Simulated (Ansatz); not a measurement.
# CH₆AlGaOSe: up Jacob's ladder to CCSD(T)

Aim: compute CH₆AlGaOSe with functionals from several rungs and with coupled cluster. The yardstick is the atomisation energy at the CCSD(T) limit.

Computed with Ansatz 0.2.0, Gaussian basis. Level: functionals in def2-TZVPP, the program's frozen cores in correlated methods.

Plan: LDA (SPW92), PBE-D4, revPBE-D4, BLYP-D4, r2SCAN-D4, B97M-V, PBE0-D4, B3LYP-D4, r2SCANh-D4, r2SCAN0-D4, HSE06-D4, BHLYP-D4, CAM-B3LYP-D4, LC-ωPBE, ωB97X-V, ωB97M-V, B2PLYP, PBE-QIDH; CCSD(T)/def2-SVP; CCSD(T)/def2-TZVPP; MP2/def2-QZVPP; extrapolation to the limit; RPA on PBE.

1 further run of the same task is left out (for a known fault of the program).

## 1. The geometry

All runs share one geometry, relaxed beforehand with PBE0-D4 in a triple-zeta def2 set.

SMILES `[CH3][Al]([OH])[Se][GaH2]`, 11 atoms, charge 0, spin multiplicity 1.

Atoms are counted from 1 here; the program's logs count them from 0.

Bond lengths: C1–Al2 1.935 Å, C1–H6 1.094 Å, C1–H7 1.094 Å, C1–H8 1.092 Å, Al2–O3 1.761 Å, Al2–Se4 2.253 Å, O3–H9 0.957 Å, Se4–Ga5 2.455 Å, Ga5–H10 1.567 Å, Ga5–H11 1.567 Å. Angles: Al2–C1–H6 111.2°, Al2–C1–H7 111.1°, Al2–C1–H8 111.2°, H6–C1–H7 107.4°, H6–C1–H8 107.9°, H7–C1–H8 107.9°, C1–Al2–O3 120.2°, C1–Al2–Se4 139.8°, O3–Al2–Se4 100.0°, Al2–O3–H9 133.5°, Al2–Se4–Ga5 76.8°, Se4–Ga5–H10 114.5°, Se4–Ga5–H11 114.6°, H10–Ga5–H11 125.2°.

## 2. LDA

This LDA is Slater exchange with PW92 correlation.

in.yaml

```yaml
crystal:
  periodic: [false, false, false]
  atoms:
    - {symbol: C, position_ang: [-1.688806, 0.237581, 1.616237]}
    - {symbol: Al, position_ang: [-0.533473, -0.280907, 0.153704]}
    - {symbol: O, position_ang: [0.949078, 0.614978, -0.165362]}
    - {symbol: Se, position_ang: [-0.417045, -1.827365, -1.480920]}
    - {symbol: Ga, position_ang: [1.619010, -0.498806, -1.819235]}
    - {symbol: H, position_ang: [-2.020638, 1.274462, 1.508899]}
    - {symbol: H, position_ang: [-1.168482, 0.158391, 2.575355]}
    - {symbol: H, position_ang: [-2.576684, -0.396581, 1.663068]}
    - {symbol: H, position_ang: [1.364717, 1.370486, 0.249384]}
    - {symbol: H, position_ang: [1.539978, 0.522930, -3.004751]}
    - {symbol: H, position_ang: [2.932345, -1.175179, -1.296379]}
basis:
  gaussian: {orbitals: def2-TZVPP}
hamiltonian: {xc: lda}
output: {orbitals: {seedname: orbitals}}
```

Run with:

```console
$ ansatz run in.yaml --threads 2 --pin off --events-out ev --progress --plain --max-ram 32768MiB --backend cuda --devices 0, --max-vram 18GiB
```

The runs that follow: PBE-D4 (GGA); revPBE-D4 (GGA); BLYP-D4 (GGA); r2SCAN-D4 (meta-GGA); B97M-V (meta-GGA); B3LYP-D4 (hybrid); r2SCANh-D4 (hybrid); r2SCAN0-D4 (hybrid); HSE06-D4 (hybrid); BHLYP-D4 (hybrid); CAM-B3LYP-D4 (range-separated); LC-ωPBE (range-separated); ωB97X-V (range-separated); ωB97M-V (range-separated); B2PLYP (double hybrid); PBE-QIDH (double hybrid); CCSD(T) in def2-SVP; CCSD(T) in def2-TZVPP; MP2 in def2-QZVPP; RPA on PBE orbitals.

**Question.** What will the summary of the whole plan be? Wanted: atomisation energy, CCSD(T)/CBS; farthest beyond LDA; mean size of error, GGA; mean size of error, meta-GGA; mean size of error, hybrid; mean size of error, range-separated; mean size of error, double hybrid; gap, smallest and largest; T1 diagnostic.

As calculated:

| quantity | value |
| --- | --- |
| atomisation energy, CCSD(T)/CBS | 3679.8 kJ/mol |
| functionals within 36.8 kJ/mol (1.0 %) | PBE-D4, r2SCAN-D4, B97M-V, r2SCANh-D4, CAM-B3LYP-D4, ωB97X-V, ωB97M-V |
| farthest beyond LDA | BHLYP-D4 (-130.0 kJ/mol) |
| mean size of error, GGA | 70.5 kJ/mol |
| mean size of error, meta-GGA | 4.5 kJ/mol |
| mean size of error, hybrid | 60.3 kJ/mol |
| mean size of error, range-separated | 32.6 kJ/mol |
| mean size of error, double hybrid | 61.9 kJ/mol |
| gap, smallest and largest | 4.04 eV (BLYP-D4), 10.57 eV (LC-ωPBE) |
| T1 diagnostic | 0.0116 |
| triples share of the correlation energy | 3.8 % |

What this shows: LDA overbinds by 455.9 kJ/mol (12 %). PBE-D4 is off by -14.8 kJ/mol. Double hybrids carry the basis error of their MP2 part in triple zeta, and no dispersion term here, so their miss is partly the set-up's. The rungs meta-GGA, range-separated miss on average by less than the doubt on the reference (36.8 kJ/mol), so they tie. Misses under about 36.8 kJ/mol are within the doubt on the reference itself, which lacks core-valence correlation, relativity and higher excitations, and its outer-core shells are covered unevenly. All levels share the lack of spin-orbit coupling, which lowers the free heavy atoms and so the true binding. Hartree-Fock recovers 73 % of the binding; the rest is correlation. CCSD(T) in def2-SVP is off by -228.0 kJ/mol, more than most functionals: a good method in a small basis is no reference. The gap grows from 4.0 to 10.6 eV across the functionals, mostly with the share of exact exchange. Correlated methods include outer-core shells of Ga, Se, which these sets cover unevenly.
